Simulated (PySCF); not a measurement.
# C3H10BN: the cost of one run

The runs use PySCF 2.14.0, with density-fitted response routines of our own; the level of theory stands in each step. All values are computed, except where a source is named. Atoms are numbered from 0 throughout.

## Step 1: The molecule as given

15 atoms, charge 0, multiplicity 1; geometry from: GFN2-xTB. The atoms were then displaced at random by about 0.01 Å, so the start is not that level's minimum.

Bonds of the start (Å): B0–N1 1.35, N1–C2 1.43, C2–C3 1.57, C3–C4 1.49, B0–H5 1.17, B0–H6 1.19, N1–H7 1.00, C2–H8 1.13, C2–H9 1.08, C3–H10 1.10, C3–H11 1.09, C4–H12 1.09, C4–H13 1.07, C4–H14 1.08.

## Step 2: Optimising the geometry at PBE0-D3(BJ)/def2-SVP

Job settings and geometry (Å):

```
{"job": {"xc": "PBE0", "basis": "def2-SVP", "d3": "d3bj", "grid": 1, "shake": 0.01, "kind": "geom"}, "charge": 0, "multiplicity": 1}
B     -2.629330    -0.096440    -0.293060
N     -1.479090    -0.310480     0.375290
C     -0.243140     0.405200     0.242280
C      0.931420    -0.492550    -0.278600
C      2.197640     0.267210    -0.467480
H     -3.573830    -0.760010    -0.087770
H     -2.692540     0.814910    -1.060450
H     -1.384940    -1.064350     1.029990
H      0.071010     0.822860     1.245710
H     -0.378080     1.238820    -0.427070
H      1.046010    -1.322650     0.434110
H      0.590350    -0.921670    -1.222940
H      2.495530     0.716070     0.478030
H      2.968230    -0.383620    -0.811730
H      2.065420     1.069330    -1.174830
```

The run is started by

```console
OMP_NUM_THREADS=1 python probes_run.py task.json out
```

This one command runs all jobs of the session in turn.

**Question.** How long does this first job take on 1 thread of Arm Neoverse V1, shared host, and how much memory does it need?

About 40 s, with a peak of 0.49 GiB.
